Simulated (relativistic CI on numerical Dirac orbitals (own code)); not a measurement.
# Pm XXXVIII (Pm³⁷⁺): levels and lines

The task is the spectrum of Pm³⁷⁺: levels, purity of their labels, lifetimes and lines; runs with one setting changed show what the result hangs on.

Program: relativistic CI on numerical Dirac orbitals (own code) version 2. Level of theory: Dirac-Coulomb-Breit CI, KLI orbitals optimised for each configuration, model QED (radiative potential, 1s self-energy scaled to tabulated hydrogen-like ionisation energies). These are calculated values, not measurements, unless marked.

## 1. Starting point

```
ion                       : Pm³⁷⁺ (Pm XXXVIII)
nuclear charge            : 61
electrons                 : 24
isotope                   : A = 145
first configuration typed : [Ar] 3d6
```

The outer shells:

first configuration typed
```
[Ar] core
3d [↑↓][↑ ][↑ ][↑ ][↑ ]
```

## 2. Base run

Settings of the run:

```ini
atom Pm  Z=61  charge=37  electrons=24
nucleus A=145  rms_radius_fm=4.9620
hamiltonian dirac-coulomb  breit=on  qed=on  c_scale=1
orbitals kli  potential=per-configuration
slater_scale 1
correlation none
mixing on
configurations
  [Ar] 3d6
  [Ne] 3s2 3p5 3d7
  [Ne] 3s2 3p4 3d8
  [Ne] 3s 3p6 3d7
  [Ne] 3p6 3d8
  [Ne] 3s 3p5 3d8
  [Ar] 3d5 4s
  [Ar] 3d5 4p
  [Ne] 3s2 3p4 3d7 4s
  [Ar] 3d5 4d
  [Ne] 3s2 3p4 3d7 4p
  [Ne] 3s2 3p5 3d6 4s
  [Ar] 3d5 4f
  [Ne] 3s2 3p4 3d7 4d
  [Ne] 3s 3p5 3d7 4s
  [Ne] 3s2 3p5 3d6 4p
  [Ne] 3s2 3p5 3d6 4d
  [Ar] 3d4 4s2
  [Ne] 3s 3p6 3d6 4s
  [Ne] 3p6 3d7 4s
  [Ne] 3p6 3d7 4p
  [Ar] 3d5 5s
  [Ne] 3p6 3d7 4d
  [Ne] 3s 3p6 3d5 4s2
end
```

## 3. Without configuration mixing

The settings differ from step 2 so:

```diff
@@ -6,3 +6,3 @@
 correlation none
-mixing on
+mixing off
 configurations
```

## 4. One common potential

The settings differ from step 3 so:

```diff
@@ -3,6 +3,6 @@
 hamiltonian dirac-coulomb  breit=on  qed=on  c_scale=1
-orbitals kli  potential=per-configuration
+orbitals kli  potential=mean
 slater_scale 1
 correlation none
-mixing off
+mixing on
 configurations
```

(Steps that only read results are left out.)

Before running it: what results should come out? Wanted: lowest level; first excitation; lowest level of the other parity; fastest E1 line; ionisation energy.

As calculated:

| run | time | mean size of shift, levels followed (cm⁻¹) | lowest level | ionisation energy (eV) |
| --- | --- | --- | --- | --- |
| main run | 27 s | 0 | 3d6 [3d5/2^2] J=4 | 2651.6 |
| without configuration mixing | 25 s | 4880 | 3d6 [3d5/2^2] J=4 | - |
| one common potential | 26 s | 45.0 | 3d6 [3d5/2^2] J=4 | - |

The tabulated theoretical ionisation energy (NIST) is 2652 eV.

| quantity | value |
| --- | --- |
| lowest level | 3d6 [3d5/2^2] J=4 |
| first excitation | 3d6 [3d5/2^2] J=2, 45031 cm⁻¹ |
| lowest level of the other parity | 3p5 3d7 5G°6, 268.38 eV |
| levels in the model | 9826 |
| fastest E1 line (by rate) to the lowest level among the lowest 400 of 9826 levels | 3.990 nm, from 3p5 3d7 [3p3/2^3 3d5/2^3] J=3° (iii) |
| ionisation energy | 2651.6 eV |
| ionisation energy, tabulated theoretical (NIST) | 2652 eV |

**Reading.** The lowest level is 3d6 [3d5/2^2] J=4, 45 % pure in LS and 90 % in jj coupling; over the low levels the means are 51 and 87 %, so jj coupling describes them better. The ionisation energy agrees with the tabulated theoretical value within its uncertainty of 4 eV. The largest mover is «without configuration mixing» (4880 cm⁻¹ on average). Lifetimes count radiative decay inside the model alone.
